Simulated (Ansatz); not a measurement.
# GeH3O2F (SMILES [OH][GeH]([OH])[F]): PBE/def2-SVP

What is the electronic atomisation energy of GeH3O2F at PBE/def2-SVP? 

Program for the calculation: Ansatz 0.2.0.

72 further runs of the same task are left out: 72 set aside as unsound or not needed.

## 1. Starting point

The species is GeH3O2F (7 atoms), meant as a singlet with charge 0. SMILES: `[OH][GeH]([OH])[F]`. The coordinates come from a PBE0-D4/def2-TZVP relaxation. This is one conformer, not always the lowest.

Bond lengths: O1–Ge2 1.758 Å, Ge2–O3 1.748 Å, Ge2–F4 1.736 Å, O1–H5 0.961 Å, Ge2–H6 1.522 Å, O3–H7 0.961 Å. Angles: O1–Ge2–O3 108.4°, O1–Ge2–F4 104.7°, O3–Ge2–F4 110.1°, O1–Ge2–H6 116.0°, O3–Ge2–H6 108.9°, F4–Ge2–H6 108.5°, Ge2–O1–H5 112.4°, Ge2–O3–H7 112.8°.

## 2. A single-point energy at PBE/def2-SVP

Input file molecule.yaml:

```yaml
crystal:
  periodic: [false, false, false]
  atoms:
    - symbol: O
      position_ang: [-0.352900, 1.140300, -0.859300]
    - symbol: Ge
      position_ang: [-0.107500, -0.026800, 0.432400]
    - symbol: O
      position_ang: [1.518200, -0.656000, 0.307600]
    - symbol: F
      position_ang: [-1.260300, -1.284500, 0.113200]
    - symbol: H
      position_ang: [-1.209200, 1.041800, -1.283900]
    - symbol: H
      position_ang: [-0.331400, 0.485800, 1.847500]
    - symbol: H
      position_ang: [1.804400, -0.768700, -0.603100]
basis:
  gaussian: {orbitals: def2-SVP}
hamiltonian: {xc: pbe}
total_charge: 0
accuracy: high
output: {orbitals: {seedname: orbitals}}
```

On the command line:

```sh
ansatz run molecule.yaml --threads 1 --pin off --max-ram 3480MiB --events-out events.jsonl --progress --plain --runs-dir runs
```

Log:

```text
Warning: RAYON_NUM_THREADS=1 ignored (pool sized by the plan → 1); use --threads N
Functional definition: PBE
  name "PBE"
  parameter kappa = 0.804
  parameter beta = 0.06672455060314922
  exchange = pbe_x(kappa = kappa, mu = beta*pi^2/3)
  correlation = pbe_c(beta = beta)
1869 factors; integrals over basis functions are off by at most 4.4e-9 eV
mean field evaluation 1: about -63341.0441 eV, gradient 8.3e1 eV
mean field evaluation 2: about -63292.3705 eV, gradient 1.8e2 eV
mean field evaluation 4: about -63351.8364 eV, gradient 1.6e1 eV
mean field evaluation 8: about -63352.2517 eV, gradient 4.2e-1 eV
mean field evaluation 16: about -63352.2520 eV, gradient 1.2e-5 eV
mean field -63352.25202481 eV, -2328.1523202129 hartree, gradient 3.2e-8 eV, S^2 0.000000; 0 other end points of the search recorded, 0 dependent functions left out
reference -63352.25202796 eV, -2328.1523203290 hartree; 30, 30 occupied and 59, 59 virtual orbitals, 1869 factors
Total energy: -63352.25202796 eV, -2328.1523203290 hartree
```

It took 5.7 s on 1 thread of Arm Neoverse V2, shared host; peak memory 0.21 GiB.

## 3. The F atom, same level

Input file molecule.yaml:

```yaml
crystal:
  periodic: [false, false, false]
  atoms:
    - {symbol: F, position_ang: [0.000000, 0.000000, 0.000000]}
basis:
  gaussian:
    orbitals: def2-SVP
magnetization:
  spin_polarized: true
  initial_magnetization: 1
hamiltonian:
  xc: pbe
accuracy: high
```

Run the same way, it converges to -99.53976 Eh (log not shown).

## 4. The Ge atom at the same level

Input file input.yaml:

```yaml
crystal:
  periodic: [false, false, false]
  atoms:
    - {symbol: Ge, position_ang: [0.000000, 0.000000, 0.000000]}
basis:
  gaussian:
    orbitals: def2-SVP
magnetization:
  spin_polarized: true
  initial_magnetization: 2
accuracy: high
hamiltonian:
  xc: pbe
```

Run the same way, it converges to -2076.34106 Eh (log not shown).

## 5. The H atom at the same level

Input file molecule.yaml:

```yaml
basis:
  gaussian:
    orbitals: def2-SVP
crystal:
  periodic: [false, false, false]
  atoms:
    - {symbol: H, position_ang: [0.000000, 0.000000, 0.000000]}
magnetization:
  spin_polarized: true
  initial_magnetization: 1
hamiltonian:
  xc: pbe
accuracy: high
```

On the command line:

```sh
ansatz run molecule.yaml --threads 1 --pin off --max-ram 3480MiB --events-out events.jsonl --progress --plain --runs-dir runs
```

Log:

```text
Warning: RAYON_NUM_THREADS=1 ignored (pool sized by the plan → 1); use --threads N
Functional definition: PBE
  name "PBE"
  parameter kappa = 0.804
  parameter beta = 0.06672455060314922
  exchange = pbe_x(kappa = kappa, mu = beta*pi^2/3)
  correlation = pbe_c(beta = beta)
15 factors; integrals over basis functions are off by at most 8.9e-10 eV
mean field evaluation 1: about -13.5665 eV, gradient 4.0e-1 eV
mean field evaluation 2: about -13.5663 eV, gradient 4.0e-1 eV
mean field evaluation 4: about -13.5684 eV, gradient 5.7e-6 eV
mean field evaluation 8: about -13.5684 eV, gradient 2.0e-10 eV
mean field -13.56839668 eV, -0.4986293811 hartree, gradient 1.3e-10 eV, S^2 0.750000; 0 other end points of the search recorded, 0 dependent functions left out
reference -13.56839849 eV, -0.4986294476 hartree; 1, 0 occupied and 4, 5 virtual orbitals, 15 factors
Total energy: -13.56839849 eV, -0.4986294476 hartree
```

Run time: 0.1 s. Hardware: 1 thread of Arm Neoverse V2, shared host.

## 6. The O atom at the same level

Input file input.yaml:

```yaml
crystal:
  periodic: [false, false, false]
  atoms:
    - {symbol: O, position_ang: [0.000000, 0.000000, 0.000000]}
basis:
  gaussian: {orbitals: def2-SVP}
magnetization: {spin_polarized: true, initial_magnetization: 2}
hamiltonian: {xc: pbe}
accuracy: high
```

Run the same way, it converges to -74.91467 Eh (log not shown).

## 7. Summary of results

Level: PBE/def2-SVP.

| quantity | value |
| --- | --- |
| molecule: total energy | -2328.15232 Eh |
| molecule: HOMO energy | -7.34 eV |
| molecule: LUMO energy | -0.53 eV |
| molecule: HOMO–LUMO gap | 6.81 eV |
| F atom: total energy | -99.53976 Eh |
| F atom: ⟨S²⟩ | 0.751 |
| Ge atom: total energy | -2076.34106 Eh |
| Ge atom: ⟨S²⟩ | 2.002 |
| H atom: total energy | -0.49863 Eh |
| H atom: ⟨S²⟩ | 0.750 |
| O atom: total energy | -74.91467 Eh |
| O atom: ⟨S²⟩ | 2.002 |
| electronic atomisation energy | 25.750 eV |

Taking the molecule apart into free atoms costs 25.75 eV (2484 kJ/mol), before zero-point energy and without spin-orbit coupling.
